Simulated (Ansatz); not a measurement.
# AlSi2: the cost of one run

Method: DFT PBE, scalar-relativistic, plane waves, PAW, in Ansatz 0.2.0.

1 further run of the same task is left out (it didn't finish).

## (1) The system as given

It takes space group I4/mmm (No. 139, tetragonal). The conventional cell has a = 3.861 Å, b = 3.861 Å, c = 6.332 Å, α = 90.00°, β = 90.00°, γ = 90.00°. Around Al (site symmetry 4/mmm) lie 10 Si at 2.58 to 2.79 Å. Around Si (site symmetry 4mm) lie 1 Si at 1.18 Å.

Structure file:

```xyz
3
Lattice="-1.9305 1.9305 3.1662 1.9305 -1.9305 3.1662 1.9305 1.9305 -3.1662" Properties=species:S:1:pos:R:3 pbc="T T T"
Al    0.0000    0.0000    0.0000
Si    0.0000    0.0000    3.7551
Si    0.0000    0.0000    2.5773
```

This is candidate A: CaC2 type (I4/mmm, No. 139).

(A quick probe on a coarse mesh, which set the mesh and smearing, is not shown.)

## (3) Rough relaxation on the coarse mesh (candidate A)

The input, input.yaml:

```yaml
crystal:
  lattice:
    - [-1.9304852967, 1.9304852967, 3.166194394]
    - [1.9304852967, -1.9304852967, 3.166194394]
    - [1.9304852967, 1.9304852967, -3.166194394]
  atoms:
    - { symbol: Al, position: [0.0, 0.0, 0.0] }
    - { symbol: Si, position: [0.593, 0.593, 0.0] }
    - { symbol: Si, position: [0.407, 0.407, 0.0] }
basis:
  ecutwfc: 420
kpoints:
  mp_grid: { grid: [6, 6, 6] }
hamiltonian:
  xc: pbe
scf:
  occupations: { method: gaussian, width: 0.1 }
  lower_state_search: "off"
output:
  forces: true
  stress: true
  eigenvalues: true
relax:
  adjacent_minimum: "off"
  f_tol: 0.04
  max_steps: 70
  cell: { stress_tol: 0.4 }
```

The run is started by

```console
$ ansatz run input.yaml --threads 1 --pin off --max-ram 2560MiB --backend cpu --events-out ev --progress --plain --runs-dir out
```

What time and memory should one allow on 1 thread of Arm Neoverse V1, shared host?

About 23 s, with a peak of 0.31 GiB.
